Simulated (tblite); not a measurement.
# CH12AsNSi3: the cost of one run

Computed with tblite 0.8.0 and PySCF 2.14.0, with density-fitted response routines of our own, on a single molecule in the gas phase. Atoms are numbered from 0 throughout.

**1. The molecule as given**

18 atoms, charge 0, multiplicity 1; geometry from: force field or distance geometry start.

Bonds of the start (Å): C0–As1 1.98, As1–Si2 2.30, Si2–N3 1.76, N3–Si4 1.76, N3–Si5 1.76, C0–H6 1.11, C0–H7 1.12, C0–H8 1.10, As1–H9 1.54, Si2–H10 1.47, Si2–H11 1.48, Si4–H12 1.48, Si4–H13 1.47, Si4–H14 1.47, Si5–H15 1.48, Si5–H16 1.48, Si5–H17 1.46.

**2. Optimising the geometry with GFN2-xTB**

What the job is given:

```
{"job": {"kind": "relax", "xc": "GFN2-xTB", "basis": "xTB"}, "charge": 0, "multiplicity": 1}
C      3.516900     0.380000     0.276400
As     1.951500    -0.229900    -0.774500
Si     0.047300     0.840800    -0.047200
N     -1.389700     0.028000    -0.661300
Si    -2.927500     0.501800     0.050300
Si    -1.218500    -1.671800    -1.067700
H      4.399000    -0.127000    -0.157400
H      3.382600     0.039700     1.331000
H      3.616700     1.475500     0.296300
H      2.192500    -0.072900    -2.285300
H      0.068900     1.022600     1.410300
H      0.022000     2.212600    -0.609000
H     -2.967000     1.984000     0.112800
H     -4.012200     0.035700    -0.830900
H     -3.124900     0.073200     1.445900
H     -2.473100    -2.391200    -0.759200
H     -1.019100    -1.735100    -2.530000
H     -0.074100    -2.359700    -0.476800
```

The run is started by

```console
$ OMP_NUM_THREADS=1 python probes_run.py task.json out
```

One launch serves the whole session: the jobs run in the order shown.

**Question.** How long does this first job take on 1 thread of Intel Xeon at 2.70GHz, shared host?

About 2.1 s.
